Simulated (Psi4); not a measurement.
**InCNClF (SMILES N#[C][In]([F])[Cl]): M06-L/def2-SVP (core potential)**

What is the vertical singlet–triplet gap of InCNClF at M06-L/def2-SVP (core potential)? 

The calculation is run with Psi4 1.11.

## 1. Starting point

InCNClF has 5 atoms, charge 0, and is taken as a singlet. SMILES: `N#[C][In]([F])[Cl]`. The shape is that of a PBE0-D4/def2-TZVP optimisation.

Bond lengths: N1–C2 1.152 Å, C2–In3 2.082 Å, In3–F4 1.924 Å, In3–Cl5 2.280 Å. Angles: N1–C2–In3 178.9°, C2–In3–F4 118.2°, C2–In3–Cl5 125.8°, F4–In3–Cl5 115.9°.

## 2. Energy and gradient at M06-L/def2-SVP (core potential)

Input file job.inp:

```
memory 2200 mb

molecule molecule1 {
  0 1
  N     -1.392600     1.451400     1.648800
  C     -0.781900     0.784400     0.934900
  In     0.330400    -0.389600    -0.376400
  F      0.434400    -2.280900    -0.039700
  Cl     1.459700     0.361000    -2.209100
  symmetry c1
}

set puream true
set e_convergence 1e-09
set d_convergence 1e-08
set scf_type pk
set dft_radial_points 99
set dft_spherical_points 590

e, wfn = gradient('m06-l/def2-SVP', return_wfn=True)
oeprop(wfn, 'MULLIKEN_CHARGES', 'QUADRUPOLE', 'WIBERG_LOWDIN_INDICES', title='M06-L')
```

Started as:

```sh
psi4 -i job.inp -o job.out -n 1
```

job.out:

```text
[...]
    !!!  WARNING: ECP capability is in beta. Please check occupations closely.  !!!
[...]
  Running in c1 symmetry.
[...]
  Nuclear repulsion =  275.341192797407359
[...]
  Multiplicity = 1
[...]
  Nalpha       = 30
  Nbeta        = 30
[...]
    Number of basis functions: 86
[...]
   @RKS iter   1:  -842.67599169790105   -1.21244e+00   8.21063e-03 DIIS/ADIIS
[...]
   @RKS iter  13:  -842.91469978967484   -1.02318e-12   1.99286e-09 DIIS
[...]
    Orbital Energies [Eh]
    ---------------------
    Doubly Occupied:
       1A   -101.157398     2A    -24.470753     3A    -14.214424
       4A    -10.111580     5A     -9.426468     6A     -7.136881
       7A     -7.130298     8A     -7.129487     9A     -4.671211
      10A     -3.095735    11A     -3.084694    12A     -3.082520
      13A     -1.096522    14A     -0.878130    15A     -0.832380
      16A     -0.802135    17A     -0.799185    18A     -0.797147
      19A     -0.789254    20A     -0.759550    21A     -0.500202
      22A     -0.408305    23A     -0.374377    24A     -0.355496
      25A     -0.348722    26A     -0.346125    27A     -0.344522
      28A     -0.331613    29A     -0.322317    30A     -0.314448
[...]
  @RKS Final Energy:  -842.91469978967484
   => Energetics <=
    Nuclear Repulsion Energy =            275.3411927974073592
    One-Electron Energy =               -1782.8723912449122508
    Two-Electron Energy =                 732.5726914146274567
    DFT Exchange-Correlation Energy =     -67.9561927567974067
    Empirical Dispersion Energy =           0.0000000000000000
    VV10 Nonlocal Energy =                  0.0000000000000000
    Total Energy =                       -842.9146997896748417
[...]
  -Total Gradient:
     Atom            X                  Y                   Z
    ------   -----------------  -----------------  -----------------
       1        0.018213944546    -0.019451873028    -0.021408826353
       2       -0.012793784237     0.012865672547     0.015241062504
       3        0.002331883696    -0.002989141236    -0.002610482016
       4       -0.000843555711     0.014177502471    -0.002432988961
       5       -0.006816601690    -0.004973203805     0.011174123032
[...]
 Multipole Moments:
 ------------------------------------------------------------------------------------
     Multipole            Electronic (a.u.)      Nuclear  (a.u.)        Total (a.u.)
 ------------------------------------------------------------------------------------
 L = 1.  Multiply by 2.5417464519 to convert [e a0] to [Debye]
 Dipole X            :         -0.0310178            0.3220593            0.2910415
 Dipole Y            :        -12.0597588           12.0493539           -0.0104049
 Dipole Z            :          3.1624387           -3.5816097           -0.4191710
 Magnitude           :                                                    0.5104094
 L = 2.  Multiply by 1.3450342976 to convert [e a0^2] to [Debye ang]
 Quadrupole XX       :       -216.9200121          178.3746138          -38.5453983
 Quadrupole XY       :         66.4294847          -63.3750899            3.0543947
[...]
  Mulliken Charges: (a.u.)
   Center  Symbol    Alpha    Beta     Spin     Total
       1     N     3.49466  3.49466  0.00000  0.01069
       2     C     3.12776  3.12776  0.00000 -0.25553
       3    IN    10.01791 10.01791  0.00000  0.96417
       4     F     4.72029  4.72029  0.00000 -0.44057
       5    CL     8.63938  8.63938  0.00000 -0.27876
   Total alpha = 30.00000, Total beta = 30.00000, Total charge =  0.00000
  Wiberg Bond Indices using Orthogonal Lowdin Orbitals:
[...]
```

Run time: 36 s. Hardware: 1 thread of AMD EPYC 7R43 (Zen 3), shared host; peak memory 0.89 GiB.

## 3. The triplet

Input file cclfinn.json:

```json
{
  "schema_name": "qcschema_input",
  "schema_version": 1,
  "molecule": {
    "schema_name": "qcschema_molecule",
    "schema_version": 2,
    "symbols": ["N", "C", "In", "F", "Cl"],
    "geometry": [-2.6316326, 2.7427485, 3.11578043, -1.47757686, 1.48230117, 1.76670495, 0.62436551, -0.7362373, -0.71129291, 0.82089703, -4.31027632, -0.07502213, 2.75843322, 0.68219113, -4.17459398],
    "molecular_charge": 0,
    "molecular_multiplicity": 3,
    "fix_symmetry": "c1"
  },
  "driver": "gradient",
  "model": {
    "method": "m06-l",
    "basis": "def2-SVP"
  },
  "keywords": {
    "reference": "uks",
    "puream": true,
    "e_convergence": 1e-09,
    "d_convergence": 1e-08,
    "scf_type": "pk",
    "dft_radial_points": 99,
    "dft_spherical_points": 590,
    "maxiter": 100,
    "scf_properties": ["MULLIKEN_CHARGES", "LOWDIN_CHARGES", "WIBERG_LOWDIN_INDICES"]
  }
}
```

Started as:

```sh
psi4 --qcschema cclfinn.json -n 1 --memory 2200MB
```

stdout (excerpt; [...] marks lines left out):

```text
[...]
    !!!  WARNING: ECP capability is in beta. Please check occupations closely.  !!!
[...]
  Running in c1 symmetry.
[...]
  Nuclear repulsion =  275.341192991459309
[...]
  Multiplicity = 3
[...]
  Nalpha       = 31
  Nbeta        = 29
[...]
    Number of basis functions: 86
[...]
   @UKS iter   1:  -842.36829532760044   -8.71193e-01   8.87435e-03 ADIIS/DIIS
[...]
   @UKS iter  29:  -842.71461744284409   -1.93268e-12   6.15172e-09 DIIS
[...]
   @S^2 Observed:                2.004817236E+00
[...]
  @UKS Final Energy:  -842.71461744284409
   => Energetics <=
    Nuclear Repulsion Energy =            275.3411929914593088
    One-Electron Energy =               -1783.0459608637675046
    Two-Electron Energy =                 732.9023134009762543
    DFT Exchange-Correlation Energy =     -67.9121629715121884
    Empirical Dispersion Energy =           0.0000000000000000
    VV10 Nonlocal Energy =                  0.0000000000000000
    Total Energy =                       -842.7146174428440872
[...]
 Multipole Moments:
 ------------------------------------------------------------------------------------
     Multipole            Electronic (a.u.)      Nuclear  (a.u.)        Total (a.u.)
 ------------------------------------------------------------------------------------
 L = 1.  Multiply by 2.5417464519 to convert [e a0] to [Debye]
 Dipole X            :          0.0210001            0.3220593            0.3430594
 Dipole Y            :        -11.8340326           12.0493539            0.2153213
 Dipole Z            :          3.0278818           -3.5816098           -0.5537279
 Magnitude           :                                                    0.6860522
[...]
  Mulliken Charges: (a.u.)
   Center  Symbol    Alpha    Beta     Spin     Total
       1     N     3.54506  3.44181  0.10325  0.01314
       2     C     3.24384  2.94156  0.30228 -0.18540
       3    IN    10.54667  9.85060  0.69607  0.60272
[...]
  -Total Gradient:
     Atom            X                  Y                   Z
    ------   -----------------  -----------------  -----------------
       1        0.023481074380    -0.028461381188    -0.026726520824
       2        0.014591554465    -0.008045723727    -0.019089377861
       3        0.004046894356     0.008131654185    -0.008031578000
       4        0.000795141938     0.061779122214    -0.017068154940
       5       -0.042992712026    -0.033433681312     0.071037194568
[...]
```

The result, in JSON:

```text
{
 "driver": "gradient",
 "model": {
  "method": "m06-l",
  "basis": "def2-SVP"
 },
 "success": true,
 "return_result": [0.023481074379696765, -0.028461381187690205, -0.02672652082430249, 0.014591554465427148, -0.008045723726544551, -0.019089377860977585, 0.004046894355604139, 0.008131654185386463, -0.008031577999856317, 0.0007951419375574493, 0.06177912221420036, -0.017068154940175377, -0.04299271202595045, -0.03343368131232137, 0.07103719456782064],
 "properties": {
  "calcinfo_nbasis": 86,
  "calcinfo_nmo": 86,
  "calcinfo_nalpha": 31,
  "calcinfo_nbeta": 29,
  "calcinfo_natom": 5,
  "nuclear_repulsion_energy": 275.3411929914593,
  "return_energy": -842.7146174428441,
  "return_gradient": [0.023481074379696765, -0.028461381187690205, -0.02672652082430249, 0.014591554465427148, -0.008045723726544551, -0.019089377860977585, 0.004046894355604139, 0.008131654185386463, -0.008031577999856317, 0.0007951419375574493, 0.06177912221420036, -0.017068154940175377, -0.04299271202595045, -0.03343368131232137, 0.07103719456782064],
  "scf_one_electron_energy": -1783.0459608637675,
  "scf_two_electron_energy": 732.9023134009763,
  "scf_xc_energy": -67.91216297151219,
  "scf_dipole_moment": [0.3430593849294431, 0.21532129943201994, -0.553727945250349],
  "scf_total_energy": -842.7146174428441,
  "scf_total_gradient": [0.023481074379696765, -0.028461381187690205, -0.02672652082430249, 0.014591554465427148, -0.008045723726544551, -0.019089377860977585, 0.004046894355604139, 0.008131654185386463, -0.008031577999856317, 0.0007951419375574493, 0.06177912221420036, -0.017068154940175377, -0.04299271202595045, -0.03343368131232137, 0.07103719456782064],
  "scf_iterations": 29
 }
}
```

Wall time 89 s (1 thread of AMD EPYC 7R43 (Zen 3), shared host); peak memory 0.9 GiB.

## 4. Outcome

Level: M06-L/def2-SVP (core potential).

```
                                        quantity          value
                           singlet: total energy  -842.91470 Eh
                          singlet: dipole moment         1.30 D
                            singlet: HOMO energy       -8.56 eV
                            singlet: LUMO energy       -3.21 eV
                          singlet: HOMO–LUMO gap        5.35 eV
               singlet: largest force on an atom     1.758 eV/Å
                           triplet: total energy  -842.71462 Eh
                          triplet: dipole moment         1.74 D
     triplet: HOMO energy (highest over α and β)       -3.33 eV
                                   triplet: ⟨S²⟩          2.005
               triplet: largest force on an atom     4.603 eV/Å
vertical energy of the triplet above the singlet       5.445 eV
```

At this shape the triplet lies 5.44 eV (126 kcal/mol) above the singlet. The largest force (singlet) is 1.76 eV/Å: the shape isn't a stationary point for this species at this level. Mulliken charges (singlet) run from -0.44 on F4 to +0.96 on In3.
